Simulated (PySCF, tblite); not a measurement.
**C₅H₈ClFSi: geometry, infrared bands and NMR shifts**

What infrared bands and NMR shifts should C₅H₈ClFSi (`C=C1C[Si@@H](CCl)[C@H]1F`) show?

Programs: tblite 0.8.0 and PySCF 2.14.0, with density-fitted response routines of our own. Each step states its level of theory. These are calculated values for one molecule in the gas phase, unless marked as measured. Atoms are numbered from 0 throughout.

### 1 The molecule as given

16 atoms, charge 0, multiplicity 1; geometry from: force field or distance geometry start.

Bonds of the start (Å): C0–C1 1.33, C1–C2 1.54, C2–Si3 1.87, Si3–C4 1.83, C4–Cl5 1.78, Si3–C6 1.90, C6–F7 1.36, C6–C1 1.56, C0–H8 1.09, C0–H9 1.09, C2–H10 1.10, C2–H11 1.09, Si3–H12 1.47, C4–H13 1.08, C4–H14 1.08, C6–H15 1.08.

### 2 Optimising the geometry with GFN2-xTB

Job settings and geometry (Å):

```
{"job": {"kind": "relax", "xc": "GFN2-xTB", "basis": "xTB"}, "charge": 0, "multiplicity": 1}
C     -2.411500    -0.198300     0.624300
C     -1.264200    -0.089200    -0.048100
C     -0.474700     1.163000    -0.476500
Si     1.051800     0.100700    -0.664800
C      2.048200     0.043300     0.872800
Cl     3.029500     1.523800     0.971900
C     -0.328700    -1.208700    -0.587200
F     -0.013000    -2.242900     0.234700
H     -2.829700    -1.173700     0.861600
H     -2.962700     0.691400     0.942800
H     -0.818400     1.613600    -1.423100
H     -0.388200     1.957000     0.268500
H      1.771300     0.189600    -1.948700
H      1.444200    -0.005100     1.769600
H      2.735800    -0.794700     0.884000
H     -0.597200    -1.560900    -1.575200
```

Run with:

```
$ OMP_NUM_THREADS=1 python probes_run.py task.json out
```

One launch serves the whole session: the jobs run in the order shown.

**Question.** This job is followed by: GFN2-xTB harmonic vibrations, gas phase; GIAO PBE0/pcSseg-1 NMR shielding, non-relativistic, gas phase. What will the session give for the following? strongest single infrared mode (GFN2-xTB); zero-point energy (GFN2-xTB); 13C shifts against TMS (PBE0/pcSseg-1); 1H shifts against TMS (PBE0/pcSseg-1); 29Si shifts against TMS (PBE0/pcSseg-1); 35Cl shifts against HCl (PBE0/pcSseg-1); 19F shifts against CFCl3 (PBE0/pcSseg-1).

As calculated:

| quantity | value |
| --- | --- |
| strongest single infrared mode (GFN2-xTB) | 2298 cm⁻¹, 270 km/mol |
| zero-point energy (GFN2-xTB) | 71.1 kcal/mol |
| 13C shifts against TMS (PBE0/pcSseg-1) | 156.1, 121.0, 93.9, 30.2, 19.7 ppm |
| 1H shifts against TMS (PBE0/pcSseg-1) | 5.87, 5.69, 5.53, 4.83, 3.40, 3.39, 2.31, 2.15 ppm |
| 29Si shifts against TMS (PBE0/pcSseg-1) | -18.2 ppm |
| 35Cl shifts against HCl (PBE0/pcSseg-1) | 3 ppm |
| 19F shifts against CFCl3 (PBE0/pcSseg-1) | -227.8 ppm |

In words: Relaxing lowered the energy by 0.332 eV in 77 steps; the close pair that moved most is Si3–C4, from 1.833 to 1.905 Å. All 42 modes are real, so the xTB geometry is a minimum. The strongest single mode, at 2298 cm⁻¹, moves mainly H12. GFN2-xTB is a fitted tight-binding method: band positions and strengths are rough. Its intensities can rank the bands wrongly. The most deshielded carbon is C1 (fully substituted alkene carbon), at 156.1 ppm: as expected for a trigonal carbon in a double bond. At PBE0/pcSseg-1: The widest tensor belongs to Cl5: span 273 ppm, with a paramagnetic part of -197 ppm.
